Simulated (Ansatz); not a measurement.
# SnGe3Te4: the cost of one run

Program: Ansatz 0.2.0. Level of theory: DFT PBE, scalar-relativistic, plane waves, PAW. These are calculated values, not measurements.

## Step 1: Starting point

Symmetry: R3m, No. 160, trigonal system. Conventional cell: a = 8.613 Å, b = 8.613 Å, c = 11.180 Å, α = 90.00°, β = 90.00°, γ = 120.00°. Around Sn (site symmetry 3m) lie 6 Te at 3.03 to 3.20 Å. Around Ge (site symmetry m) lie 3 Te at 2.86 to 2.88 Å. Te (site symmetry m) has 2 Ge at 2.86 Å and 2 Sn at 3.03 to 3.20 Å in its first shell of neighbours. Te (site symmetry 3m) has 3 Ge at 2.88 Å in its first shell of neighbours.

Coordinates:

```
CELL_PARAMETERS angstrom
4.30658 2.48641 3.72678
-4.30658 2.48641 3.72678
0.00000 -4.97281 3.72678
ATOMIC_POSITIONS crystal
Sn 0.00152 0.00152 0.00152
Ge 0.02025 0.52035 0.52035
Ge 0.52035 0.52035 0.02025
Ge 0.52035 0.02025 0.52035
Te 0.48966 0.98093 0.98093
Te 0.48318 0.48318 0.48318
Te 0.98093 0.98093 0.48966
Te 0.98093 0.48966 0.98093
```

The cell was relaxed beforehand at this level, from a generated guess; it needn't be the stable form of this composition. At a tolerance of 0.02 Å it has space group R3m (No. 160); it has 29.93 Å³/atom, an uncorrected energy of -0.12 eV/atom over the elements.

## Step 2: Electronic structure at the relaxed geometry

input.yaml reads:

```yaml
crystal:
  lattice:
    - [4.3065811671, 2.4864057961, 3.7267810731]
    - [-4.3065811671, 2.4864057961, 3.7267810731]
    - [0.0, -4.9728115922, 3.7267810731]
  atoms:
    - { symbol: Sn, position: [0.0015244197, 0.0015244197, 0.0015244197] }
    - { symbol: Ge, position: [0.0202464881, 0.5203453915, 0.5203453915] }
    - { symbol: Ge, position: [0.5203453915, 0.5203453915, 0.0202464881] }
    - { symbol: Ge, position: [0.5203453915, 0.0202464881, 0.5203453915] }
    - { symbol: Te, position: [0.4896604122, 0.9809332963, 0.9809332963] }
    - { symbol: Te, position: [0.4831796903, 0.4831796903, 0.4831796903] }
    - { symbol: Te, position: [0.9809332963, 0.9809332963, 0.4896604122] }
    - { symbol: Te, position: [0.9809332963, 0.4896604122, 0.9809332963] }
basis:
  ecutwfc: 420
kpoints:
  mp_grid: { grid: [6, 6, 6] }
  band_path:
    path:
      - [[0.0, 0.0, 0.0], [0.5, 0.5, 0.5], [0.53658725, 0.46341275, 0.5]]
      - [[0.5, -0.46341275, 0.46341275], [0.5, 0.0, 0.0], [0.0, 0.0, 0.0], [0.48170638, -0.48170638, 0.0]]
      - [[0.51829362, 0.0, 0.48170638], [0.5, 0.0, 0.5], [0.0, 0.0, 0.0]]
    npoints: 14
hamiltonian:
  xc: pbe
scf:
  occupations: { method: gaussian, width: 0.01 }
  n_extra_bands: 20
output:
  forces: true
  stress: true
  eigenvalues: true
  populations: true
  dos: { projected: true, de: 0.02, nscf_kmesh: { grid: [8, 8, 8] } }
  bader: true
  write_density: true
  write_potential: true
  elf: true
  volumetric_format: npy
```

Started as:

```sh
> ansatz run input.yaml --threads 4 --pin off --max-ram 8192MiB --backend cpu --events-out ev --progress --plain --runs-dir out
```

What time and memory should one allow on 4 threads of Intel Xeon 6975P-C (Granite Rapids), shared host?

About 57 s, with a peak of 1.6 GiB.
